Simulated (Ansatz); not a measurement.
# CH7AlSiTe: up Jacob's ladder to CCSD(T)

One table from this session's results is given with a row withheld; the runs are named, their logs left out.

Computed with Ansatz 0.2.0, Gaussian basis. Level: functionals in def2-TZVPP, the program's frozen cores in correlated methods.

Levels to be run: PBE-D4, r2SCAN-D4, PBE0-D4, B3LYP-D4, ωB97X-V, ωB97M-V, B2PLYP; CCSD(T)/def2-TZVPP; MP2/def2-QZVPP; extrapolation to the limit.

### The relaxed structure

All runs share one geometry, relaxed beforehand with PBE0-D4 in a triple-zeta def2 set. Te takes the def2 core potential; no spin-orbit term is included.

SMILES `[SiH3][CH2][AlH][TeH]`, 11 atoms, charge 0, spin multiplicity 1.

Atoms are counted from 1 here; the program's logs count them from 0.

Bond lengths: Si1–C2 1.868 Å, Si1–H5 1.491 Å, Si1–H6 1.489 Å, Si1–H7 1.488 Å, C2–Al3 1.946 Å, C2–H8 1.095 Å, C2–H9 1.096 Å, Al3–Te4 2.528 Å, Al3–H10 1.583 Å, Te4–H11 1.658 Å. Angles: C2–Si1–H5 110.3°, C2–Si1–H6 112.3°, C2–Si1–H7 110.1°, H5–Si1–H6 107.8°, H5–Si1–H7 107.8°, H6–Si1–H7 108.3°, Si1–C2–Al3 113.4°, Si1–C2–H8 109.2°, Si1–C2–H9 108.0°, Al3–C2–H8 108.9°, Al3–C2–H9 109.4°, H8–C2–H9 107.9°, C2–Al3–Te4 119.8°, C2–Al3–H10 123.8°, Te4–Al3–H10 116.4°, Al3–Te4–H11 90.9°.

The first run:

Contents of in.yaml:

```yaml
crystal:
  periodic: [false, false, false]
  atoms:
    - {symbol: Si, position_ang: [-0.084601, 1.525592, -0.405799]}
    - {symbol: C, position_ang: [0.274055, -0.234160, -0.918370]}
    - {symbol: Al, position_ang: [0.781810, -1.383158, 0.567424]}
    - {symbol: Te, position_ang: [-0.949701, -2.058755, 2.281316]}
    - {symbol: H, position_ang: [1.047644, 2.073462, 0.394078]}
    - {symbol: H, position_ang: [-0.293395, 2.424117, -1.574422]}
    - {symbol: H, position_ang: [-1.305213, 1.570918, 0.443620]}
    - {symbol: H, position_ang: [1.081441, -0.235411, -1.658791]}
    - {symbol: H, position_ang: [-0.624924, -0.635930, -1.399157]}
    - {symbol: H, position_ang: [2.253417, -1.915422, 0.805608]}
    - {symbol: H, position_ang: [-2.115235, -1.188252, 1.484893]}
basis:
  gaussian: {orbitals: def2-TZVPP}
hamiltonian: {xc: pbe, dispersion: d4}
output: {forces: true, orbitals: {seedname: orbitals}}
```

Command:

```console
> ansatz run in.yaml --threads 4 --pin off --events-out ev --progress --plain --max-ram 10444MiB
```

Steps of the session up to this table: PBE-D4 (GGA); r2SCAN-D4 (meta-GGA); PBE0-D4 (hybrid); B3LYP-D4 (hybrid); ωB97X-V (range-separated); ωB97M-V (range-separated); B2PLYP (double hybrid); CCSD(T) in def2-TZVPP; MP2 in def2-QZVPP.

One table of the session follows, with a row left open; its other results are not shown here.

| method | atomisation energy (kJ/mol) |
| --- | --- |
| PBE-D4 | 3302.3 |
| r2SCAN-D4 | 3318.7 |
| PBE0-D4 | 3289.2 |
| B3LYP-D4 | 3306.5 |
| ωB97X-V | 3334.9 |
| ωB97M-V | 3310.6 |
| B2PLYP | ? |
| HF/def2-TZVPP | 2490.9 |
| MP2/def2-TZVPP | 3237.9 |
| CCSD/def2-TZVPP | 3203.6 |
| CCSD(T)/def2-TZVPP | 3242.9 |
| MP2/CBS | 3330.7 |
| CCSD(T)/CBS | 3335.7 |

Q: Estimate the row for B2PLYP from the others.

The run gave: atomisation energy (kJ/mol): 3262.3. In the column «atomisation energy (kJ/mol)» it lies between CCSD(T)/def2-TZVPP (3242.9) and PBE0-D4 (3289.2).
